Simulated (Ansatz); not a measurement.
**CHGeN (singlet): from Hartree-Fock to the top rungs, cc-pVTZ**

The task here is to estimate one member of a computed series from the others.

Program: Ansatz 0.2.0, Gaussian basis. Level of theory: cc-pVTZ, core rule «outside noble gas», up to 16 orbitals frozen. These are calculated values, not measurements.

The runs, in order: UHF; CCSD(T) on RHF; CCSD(T) on UHF; BCCD(T) on RHF; CCSDT(Q) on RHF.

**The system**

The geometry is a PBE0/def2-TZVP stationary point (not a proven minimum). No spin-orbit coupling is included. The filled d shell of Ge may be among the frozen orbitals whatever the setting's name suggests; the logs give the count.

4 atoms, charge 0, spin multiplicity 1.

Atoms are counted from 1 here; the program's logs count them from 0.

Bond lengths: C1–N2 1.176 Å, N2–Ge3 1.876 Å, Ge3–H4 1.594 Å. Angles: C1–N2–Ge3 169.3°, N2–Ge3–H4 92.2°.

Coordinates:

```csv
atom,x (Å),y (Å),z (Å)
C1,0.00000,-0.02539,2.41200
N2,0.00000,0.10474,1.24330
Ge3,0.00000,-0.03745,-0.62734
H4,0.00000,1.54636,-0.80814
```

The first run:

Input file in.yaml:

```yaml
crystal:
  periodic: [false, false, false]
  atoms:
    - {symbol: C, position_ang: [0.000000, -0.025393, 2.411996]}
    - {symbol: N, position_ang: [0.000000, 0.104738, 1.243296]}
    - {symbol: Ge, position_ang: [0.000000, -0.037454, -0.627336]}
    - {symbol: H, position_ang: [0.000000, 1.546360, -0.808140]}
basis:
  gaussian: {orbitals: cc-pVTZ}
magnetization: {spin_polarized: true, initial_magnetization: 0}
hamiltonian: {xc: hf}
output: {orbitals: {seedname: orbitals}}
```

Launch:

```sh
> ansatz run in.yaml --threads 1 --pin off --events-out ev --progress --plain --max-ram 2816MiB --backend cpu
```

Among the steps run: UHF; CCSD(T) on RHF; CCSD(T) on UHF; BCCD(T) on RHF; CCSDT(Q) on RHF.

One table of the session follows, with a row left open; its other results are not shown here.

It belongs to the step «Misses and costs». 

```
   method  from RCCSDT(Q) (meV)
      RHF                     ?
      UHF              +12414.9
     RMP2               +1220.1
    RCCSD                +653.4
 RCCSD(T)                 +53.0
  BCCD(T)                 +48.7
   RCCSDT                 +42.8
RCCSDT(Q)                     0
```

Estimate the missing values for RHF.

**Answer.** from RCCSDT(Q) (meV): +12417.5. In the column «from RCCSDT(Q) (meV)» it is the highest.

Not comparable, so not listed: CCSD(T) on UHF (they don't share determinant, frozen orbitals or solution with the rows shown, or repeat one).

Limits of these values: Warnings: restricted reference is unstable.
